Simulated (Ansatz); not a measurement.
# CH₃FGeS: small, medium and large basis sets

Aim: see how fast density functionals converge with the basis set for CH₃FGeS.

Computed with Ansatz 0.2.0, Gaussian basis. Level: one geometry, several basis sets.

The runs, in order: PBE0-D4/def2-SVP; ωB97M-V/def2-SVP; PBE0-D4/def2-QZVPP; ωB97M-V/def2-QZVPP; the functionals' def2-TZVPP values are taken from earlier runs.

## (1) The geometry

An earlier PBE0-D4 in a triple-zeta def2 set relaxation fixed the geometry.

SMILES `C[S][Ge][F]`, 7 atoms, charge 0, spin multiplicity 1.

Atoms are counted from 1 here; the program's logs count them from 0.

Bond lengths: C1–S2 1.812 Å, C1–H5 1.089 Å, C1–H6 1.089 Å, C1–H7 1.088 Å, S2–Ge3 2.225 Å, Ge3–F4 1.769 Å. Angles: S2–C1–H5 108.4°, S2–C1–H6 108.4°, S2–C1–H7 110.6°, H5–C1–H6 109.4°, H5–C1–H7 110.0°, H6–C1–H7 110.0°, C1–S2–Ge3 106.6°, S2–Ge3–F4 98.8°.

As a file:

```mol
CH3FGeS
  3D, bonds by distance, orders not assigned

  7  6  0  0  0  0  0  0  0  0999 V2000
   -0.6055    0.4392    0.5055 C   0  0
   -0.8871   -0.7298   -0.8504 S   0  0
    1.1201   -1.3691   -1.5660 Ge  0  0
    2.1183   -0.4198   -0.4560 F   0  0
   -1.0684    1.3893    0.2422 H   0  0
   -1.0767    0.0436    1.4043 H   0  0
    0.4604    0.5787    0.6748 H   0  0
  1  2  8  0
  2  3  8  0
  3  4  8  0
  1  5  8  0
  1  6  8  0
  1  7  8  0
M  END
```

## (2) PBE0-D4 in def2-SVP

Input file in.yaml:

```yaml
crystal:
  periodic: [false, false, false]
  atoms:
    - {symbol: C, position_ang: [-0.605466, 0.439179, 0.505523]}
    - {symbol: S, position_ang: [-0.887148, -0.729773, -0.850423]}
    - {symbol: Ge, position_ang: [1.120073, -1.369148, -1.566014]}
    - {symbol: F, position_ang: [2.118343, -0.419777, -0.456017]}
    - {symbol: H, position_ang: [-1.068390, 1.389317, 0.242154]}
    - {symbol: H, position_ang: [-1.076688, 0.043570, 1.404337]}
    - {symbol: H, position_ang: [0.460375, 0.578730, 0.674840]}
basis:
  gaussian: {orbitals: def2-SVP}
hamiltonian: {xc: pbe0, dispersion: d4}
output: {orbitals: {seedname: orbitals}}
```

Started as:

```
$ ansatz run in.yaml --threads 4 --pin off --events-out ev --progress --plain --max-ram 10444MiB
```

The runs that follow: ωB97M-V in def2-SVP; PBE0-D4 in def2-QZVPP; ωB97M-V in def2-QZVPP.

Q: Predict the results of all the runs planned. Wanted: PBE0-D4: double and triple zeta above quadruple; ωB97M-V: double and triple zeta above quadruple.

The runs gave:

| quantity | value |
| --- | --- |
| PBE0-D4: double and triple zeta above quadruple | 17.34, 1.77 eV |
| ωB97M-V: double and triple zeta above quadruple | 17.38, 1.71 eV |

In words: For PBE0-D4 the step from double to triple zeta gains 15.57 eV and the next only 1.77 eV. Total energies overstate the basis error of differences, where much of it tends to cancel.
